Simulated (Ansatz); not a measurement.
Working through harmonic frequencies at the relaxed geometry of CH3BGeO2, SMILES O=C[B]1[O][GeH2]1

Computed with the Python package of Ansatz (0.2.0).

The cells in order, each with its output:

**Cell 1**
```python
import itertools

import ansatz as az
from ase import Atoms
from ase.data import atomic_numbers, covalent_radii
import numpy as np
```

**Cell 2**
```python
SETTINGS = {
    "basis": "def2-SVP",
    "xc": "pbe",
}
```

**Cell 3**
```python
atoms = Atoms(["O", "C", "B", "O", "Ge", "H", "H", "H"], positions=[
    (-1.6719, 1.7541, 0.2454),
    (-0.7976, 1.3989, 0.9189),
    (0.1938, 0.3797, 0.3208),
    (1.2457, -0.7007, 0.5182),
    (0.4981, -1.1881, -1.0416),
    (-0.6798, 1.7757, 1.9355),
    (1.6148, -1.0275, -2.1097),
    (-0.311, -2.4492, -0.8433),
])
mol = az.Crystal.molecule_from_ase(atoms)
```

**Cell 4**
```python
calculation = mol.calculation().basis(gaussian=SETTINGS["basis"]).functional(SETTINGS["xc"])
symbols = [site.symbol for site in mol.cartesian_sites]
start = np.array([site.position_ang for site in mol.cartesian_sites], dtype=float)
r = calculation.relax(force_tolerance=0.003).run(threads=1).report
end = np.array(r["positions_ang"])

# pairs closer than 1.2 times the sum of covalent radii, before or after
radius = [covalent_radii[atomic_numbers[s]] for s in symbols]
span = lambda where, i, j: np.linalg.norm(where[i] - where[j])
bonded = [(i, j) for i, j in itertools.combinations(range(len(symbols)), 2) if min(span(start, i, j), span(end, i, j)) < 1.2 * (radius[i] + radius[j])]
print("pair        before    after (A)")
for i, j in bonded:
    print(f"{symbols[i]}{i}-{symbols[j]}{j}".ljust(10), f"{span(start, i, j):8.4f} {span(end, i, j):8.4f}")
```
Output:
```text
pair        before    after (A)
O0-C1        1.1594   1.2180
C1-B2        1.5425   1.6083
C1-H5        1.0906   1.1376
B2-O3        1.5208   1.2965
B2-Ge4       2.0992   2.0412
O3-Ge4       1.7971   2.1157
Ge4-H6       1.5536   1.5579
Ge4-H7       1.5114   1.5578
```

**Cell 5**
```python
# frequencies need a stationary point, so they are taken at the relaxed geometry
minimum = az.Crystal.molecule()
for symbol, place in zip(symbols, end):
    minimum = minimum.atom(symbol, place.tolist())
vibrating = (
    minimum.calculation()
    .basis(gaussian=SETTINGS["basis"])
    .functional(SETTINGS["xc"])
    .phonons(temperatures=(200, 600, 100))
)
vib = vibrating.run(threads=1).report["vibrations"]
sums = vib["harmonic_sums"]
modes = [m["omega_inv_cm"] for m in sums["modes_at_gamma"] if m["rigid_motion"] == "no"]
print("frequencies (1/cm):", " ".join(f"{w:.0f}" for w in modes))
print("imaginary modes:", sum(w < 0 for w in modes), " zero-point energy:", round(sums["zero_point_energy_ev"], 4), "eV")
print("T (K)   F_vib (eV)   S_vib (meV/K)   C_vib (meV/K)")
for row in zip(sums["temperatures_k"], sums["vibrational_free_energy_ev"], vib["entropy_ev_per_k"], vib["heat_capacity_ev_per_k"]):
    print(f"{row[0]:6.1f} {row[1]:11.4f} {1000 * row[2]:13.4f} {1000 * row[3]:15.4f}")
```
Output:
```text
RunWarning: phonons: modes at or below zero, which the zero-point energy, F, S and C_V leave out: 1, the lowest at -7.60 cm⁻¹. A minimum has none, and a first-order saddle one
frequencies (1/cm): -8 96 209 288 419 430 487 534 578 856 881 956 1333 1550 1739 2038 2064 2734
imaginary modes: 1  zero-point energy: 1.0659 eV
T (K)   F_vib (eV)   S_vib (meV/K)   C_vib (meV/K)
 200.0      1.0443        0.2815          0.4032
 300.0      1.0060        0.4828          0.5929
 400.0      0.9481        0.6738          0.7363
 500.0      0.8717        0.8509          0.8508
 600.0      0.7784        1.0146          0.9449
```

Notes:
- Warnings are shown shortened and without file and line.
- The frequencies are harmonic and unscaled, in a modest basis.
- Run time: 2.3 min on 1 thread of Arm Neoverse V2, with other jobs on the host, peak memory 0.22 GiB.
